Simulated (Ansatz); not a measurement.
# AsH3OSi: small, medium and large basis sets

One table from this session's results is given with a row withheld; the runs are named, their logs left out.

The runs use Ansatz 0.2.0, Gaussian basis; one geometry, several basis sets.

Plan: PBE0-D4/def2-SVP; ωB97M-V/def2-SVP; PBE0-D4/def2-QZVPP; ωB97M-V/def2-QZVPP; the functionals' def2-TZVPP values are taken from earlier runs.

### Structure used throughout

An earlier PBE0-D4 in a triple-zeta def2 set relaxation fixed the geometry.

SMILES `O1[SiH2][AsH]1`, 6 atoms, charge 0, spin multiplicity 1.

Atoms are counted from 1 here; the program's logs count them from 0.

Bond lengths: O1–Si2 1.651 Å, O1–As3 1.902 Å, Si2–As3 2.269 Å, Si2–H4 1.481 Å, Si2–H5 1.481 Å, As3–H6 1.536 Å. Angles: Si2–O1–As3 79.0°, O1–Si2–As3 55.4°, O1–Si2–H4 116.3°, O1–Si2–H5 116.2°, As3–Si2–H4 121.2°, As3–Si2–H5 122.5°, H4–Si2–H5 112.5°, O1–As3–Si2 45.6°, O1–As3–H6 95.3°, Si2–As3–H6 92.7°.

The first run:

in.yaml reads:

```yaml
crystal:
  periodic: [false, false, false]
  atoms:
    - {symbol: O, position_ang: [0.740052, -1.069589, 0.115594]}
    - {symbol: Si, position_ang: [-0.262924, -0.023261, -0.675519]}
    - {symbol: As, position_ang: [-0.230427, -0.326423, 1.572703]}
    - {symbol: H, position_ang: [-1.315636, -0.635366, -1.517811]}
    - {symbol: H, position_ang: [0.387428, 1.133595, -1.332506]}
    - {symbol: H, position_ang: [0.723607, 0.856943, 1.791239]}
basis:
  gaussian: {orbitals: def2-SVP}
hamiltonian: {xc: pbe0, dispersion: d4}
output: {orbitals: {seedname: orbitals}}
```

Launch:

```bash
> ansatz run in.yaml --threads 2 --pin off --events-out ev --progress --plain --max-ram 4352MiB
```

Steps of the session up to this table: PBE0-D4 in def2-SVP; ωB97M-V in def2-SVP; PBE0-D4 in def2-QZVPP; ωB97M-V in def2-QZVPP.

One table of the session follows, with a row left open; its other results are not shown here.

It belongs to the step «Density functionals: the series». 

| functional | basis | HOMO (eV) |
| --- | --- | --- |
| PBE0-D4 | def2-SVP | -7.14 |
| PBE0-D4 | def2-TZVPP | -7.16 |
| PBE0-D4 | def2-QZVPP | -7.19 |
| ωB97M-V | def2-SVP | ? |
| ωB97M-V | def2-TZVPP | -9.17 |
| ωB97M-V | def2-QZVPP | -9.19 |

Q: Estimate the row for ωB97M-V, def2-SVP from the others.

**Answer.** HOMO (eV): -9.13. In the column «HOMO (eV)» it lies between ωB97M-V, def2-TZVPP (-9.17) and PBE0-D4, def2-QZVPP (-7.19).
